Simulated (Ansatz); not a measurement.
**AlClH2OSSi: how energies converge with the basis set**

How large a basis does AlClH2OSSi need? Two functionals are run in growing sets.

Program: Ansatz 0.2.0, Gaussian basis. Level of theory: one geometry, several basis sets. These are calculated values, not measurements.

Levels to be run: PBE0-D4/def2-SVP; ωB97M-V/def2-SVP; PBE0-D4/def2-QZVPP; ωB97M-V/def2-QZVPP; the functionals' def2-TZVPP values are taken from earlier runs.

## (1) Structure used throughout

An earlier PBE0-D4 in a triple-zeta def2 set relaxation fixed the geometry.

SMILES `O[SiH]1[S][Al]1[Cl]`, 7 atoms, charge 0, spin multiplicity 1.

Atoms are counted from 1 here; the program's logs count them from 0.

Bond lengths: O1–Si2 1.641 Å, O1–H6 0.959 Å, Si2–S3 2.191 Å, Si2–Al4 2.313 Å, Si2–H7 1.479 Å, S3–Al4 2.176 Å, Al4–Cl5 2.080 Å. Angles: Si2–O1–H6 117.6°, O1–Si2–S3 116.1°, O1–Si2–Al4 128.7°, O1–Si2–H7 103.5°, S3–Si2–Al4 57.7°, S3–Si2–H7 113.6°, Al4–Si2–H7 126.2°, Si2–S3–Al4 64.0°, Si2–Al4–S3 58.3°, Si2–Al4–Cl5 167.8°, S3–Al4–Cl5 133.6°.

## (2) PBE0-D4 in def2-SVP

in.yaml reads:

```yaml
crystal:
  periodic: [false, false, false]
  atoms:
    - {symbol: O, position_ang: [-0.152710, -0.236496, 2.012870]}
    - {symbol: Si, position_ang: [0.595311, -0.196165, 0.552874]}
    - {symbol: S, position_ang: [-0.261651, -1.478325, -1.004083]}
    - {symbol: Al, position_ang: [-0.189128, 0.650259, -1.452239]}
    - {symbol: Cl, position_ang: [-0.832876, 1.801519, -3.060685]}
    - {symbol: H, position_ang: [-1.100704, -0.092124, 2.029848]}
    - {symbol: H, position_ang: [2.003058, -0.516868, 0.875814]}
basis:
  gaussian: {orbitals: def2-SVP}
hamiltonian: {xc: pbe0, dispersion: d4}
output: {orbitals: {seedname: orbitals}}
```

Command:

```
$ ansatz run in.yaml --threads 2 --pin off --events-out ev --progress --plain --max-ram 4352MiB
```

After this run come: ωB97M-V in def2-SVP; PBE0-D4 in def2-QZVPP; ωB97M-V in def2-QZVPP.

Q: Predict the results of all the runs planned. Wanted: PBE0-D4: double and triple zeta above quadruple; ωB97M-V: double and triple zeta above quadruple.

As calculated:

| quantity | value |
| --- | --- |
| PBE0-D4: double and triple zeta above quadruple | 17.22, 1.27 eV |
| ωB97M-V: double and triple zeta above quadruple | 17.09, 1.21 eV |

For PBE0-D4 the step from double to triple zeta gains 15.95 eV and the next only 1.27 eV. These are total energies; as a rule much of such shifts cancels in differences, which this series doesn't test.
